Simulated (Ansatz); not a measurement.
**C₂H₄BrN: one species, many methods**

An exercise on one series of results from a longer session: the logs are not shown, and one member is left open.

Method: functionals in def2-TZVPP, the program's frozen cores in correlated methods; program: Ansatz 0.2.0, Gaussian basis.

Levels to be run: LDA (SPW92), PBE-D4, revPBE-D4, BLYP-D4, r2SCAN-D4, B97M-V, PBE0-D4, B3LYP-D4, r2SCANh-D4, r2SCAN0-D4, HSE06-D4, BHLYP-D4, CAM-B3LYP-D4, LC-ωPBE, ωB97X-V, ωB97M-V, B2PLYP, PBE-QIDH; CCSD(T)/def2-SVP; CCSD(T)/def2-TZVPP; MP2/def2-QZVPP; extrapolation to the limit; RPA on PBE.

## The relaxed structure

An earlier PBE0-D4 in a triple-zeta def2 set relaxation fixed the geometry.

SMILES `C=C(N)Br`, 8 atoms, charge 0, spin multiplicity 1.

Atoms are counted from 1 here; the program's logs count them from 0.

Bond lengths: C1–C2 1.328 Å, C1–H5 1.078 Å, C1–H6 1.084 Å, C2–N3 1.376 Å, C2–Br4 1.897 Å, N3–H7 1.007 Å, N3–H8 1.009 Å. Angles: C2–C1–H5 121.5°, C2–C1–H6 119.9°, H5–C1–H6 118.6°, C1–C2–N3 127.7°, C1–C2–Br4 120.2°, N3–C2–Br4 112.0°, C2–N3–H7 115.5°, C2–N3–H8 114.2°, H7–N3–H8 113.2°.

The first run:

Input file in.yaml:

```yaml
crystal:
  periodic: [false, false, false]
  atoms:
    - {symbol: C, position_ang: [0.222665, 1.181130, -0.184986]}
    - {symbol: C, position_ang: [-0.232669, -0.065666, -0.238558]}
    - {symbol: N, position_ang: [0.322724, -1.189949, 0.328113]}
    - {symbol: Br, position_ang: [-1.768763, -0.476784, -1.272868]}
    - {symbol: H, position_ang: [-0.238996, 1.974616, -0.750391]}
    - {symbol: H, position_ang: [1.088416, 1.414078, 0.424812]}
    - {symbol: H, position_ang: [-0.332660, -1.897777, 0.618169]}
    - {symbol: H, position_ang: [1.031482, -0.996748, 1.019909]}
basis:
  gaussian: {orbitals: def2-TZVPP}
hamiltonian: {xc: lda}
output: {orbitals: {seedname: orbitals}}
```

Run with:

```console
ansatz run in.yaml --threads 2 --pin off --events-out ev --progress --plain --max-ram 4352MiB
```

Among the steps run: LDA; PBE-D4 (GGA); revPBE-D4 (GGA); BLYP-D4 (GGA); r2SCAN-D4 (meta-GGA); B97M-V (meta-GGA); B3LYP-D4 (hybrid); r2SCANh-D4 (hybrid); r2SCAN0-D4 (hybrid); HSE06-D4 (hybrid); BHLYP-D4 (hybrid); CAM-B3LYP-D4 (range-separated); LC-ωPBE (range-separated); ωB97X-V (range-separated); ωB97M-V (range-separated); B2PLYP (double hybrid); PBE-QIDH (double hybrid).

One table of the session follows, with a row left open; its other results are not shown here.

It belongs to the step «Frontier levels by functional». 

```
  functional  HOMO (eV)  gap (eV)
 LDA (SPW92)      -5.47      4.34
      PBE-D4      -5.29      4.37
   revPBE-D4      -5.23      4.39
     BLYP-D4          ?         ?
   r2SCAN-D4      -5.51      4.87
      B97M-V      -5.54      4.99
     PBE0-D4      -6.46      6.57
    B3LYP-D4      -6.24      6.07
  r2SCANh-D4      -5.95      5.68
  r2SCAN0-D4      -6.61      6.89
    HSE06-D4      -6.06      5.79
    BHLYP-D4      -7.48      8.66
CAM-B3LYP-D4      -7.77      8.99
     LC-ωPBE      -9.12     11.60
     ωB97X-V      -8.75     11.10
     ωB97M-V      -8.66     10.81
```

**Question.** Estimate the row for BLYP-D4.

Worked estimate for «HOMO (eV)». Against the share of exact exchange, B3LYP-D4 (0.2, -6.24), BHLYP-D4 (0.5, -7.48) give a slope of -4.13 per unit share; at 0 the line stands at -5.41.

As computed: HOMO (eV): -5.15; gap (eV): 4.31. In «HOMO (eV)» the line misses by -0.26.
